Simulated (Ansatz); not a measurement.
## VOs, space group Pm-3m: a fixed-spin-moment curve, step by step

With the Ansatz DFT code, driven from Python.

Notebook, run cell by cell (the value of a cell's last expression is shown):

In [1]:
```python
import ansatz as az
from tabulate import tabulate
```

In [2]:
```python
system = (
    az.Lattice.from_parameters(3.016574, 3.016574, 3.016574, alpha=90.0, beta=90.0, gamma=90.0)
    .atom("V", (0.0, 0.0, 0.0))
    .atom("Os", (0.5, 0.5, 0.5))
)
```

In [3]:
```python
system.resolved().sites[-1]
```
Out [3]:
```text
Site(symbol='Os', position=(0.5, 0.5, 0.5), moment=None, axis=None, held=None, saved=None)
```

In [4]:
```python
model = system.calculation()
model = model.functional("LDA")
model = model.occupations(az.OccupationsMethod.FERMI_DIRAC)
model = model.kpoints(mesh=(11, 11, 11), center="gamma")
# a hard lock holds the total moment, with one Fermi level a spin
rows = []
for total in [0.0, 0.4, 0.7, 1.1, 1.4, 1.8]:
    report = model.spin("collinear", total=total, lock="hard").run(threads=1, pin="off").report
    up, down = report["spin_fermi_energies_ev"]
    rows.append((total, report["free_energy_ev"], up - down, report["absolute_magnetization_mub"]))
reference = rows[0][1]
rows = [(m, 1000 * (e - reference), split, size) for m, e, split, size in rows]
print(tabulate(rows, headers=["total muB", "F - F(0) meV", "EF up - down eV", "absolute muB"], floatfmt=".4f", tablefmt="pipe"))
best = min(rows, key=lambda row: row[1])
print(f"lowest at {best[0]} muB per cell, {best[1]:.1f} meV against the first point")
```
```text
DeckWarning: basis.ecutwfc = 420 eV, auto-derived from the records' recommended cutoffs: set by V (normal level)
RunWarning: this spin-polarised run has no starting moment large enough to seed its density, and nothing else in its deck makes the two spin channels differ, so an SCF from that start keeps the [...]
|   total muB |   F - F(0) meV |   EF up - down eV |   absolute muB |
|------------:|---------------:|------------------:|---------------:|
|      0.0000 |         0.0000 |            0.0000 |         0.0000 |
|      0.4000 |         9.0632 |            0.1003 |         0.4135 |
|      0.7000 |        33.9020 |            0.2482 |         0.7131 |
|      1.1000 |       135.7284 |            0.8751 |         1.1012 |
|      1.4000 |       301.5366 |            1.3165 |         1.4000 |
|      1.8000 |       602.4472 |            1.6612 |         1.8000 |
lowest at 0.0 muB per cell, 0.0 meV against the first point
```

The lowest point lies at 0 μB a cell, the first of the scan; at 1.8 μB the energy is 602 meV above the lowest.

Caveats:
- Spin-orbit coupling, which matters for elements this heavy, is left out.
- This cell is a computed structure, which may not be the phase found in nature.
- Warnings are shown shortened and without file and line.
- Only points where the Fermi levels of the two spins meet (minima, maxima and zero moment) are free solutions; a shallow minimum can lie between the points.
- Wall time of the script: 24 s on 1 thread of Arm Neoverse V2, with other jobs on the host, peak memory 0.43 GiB.
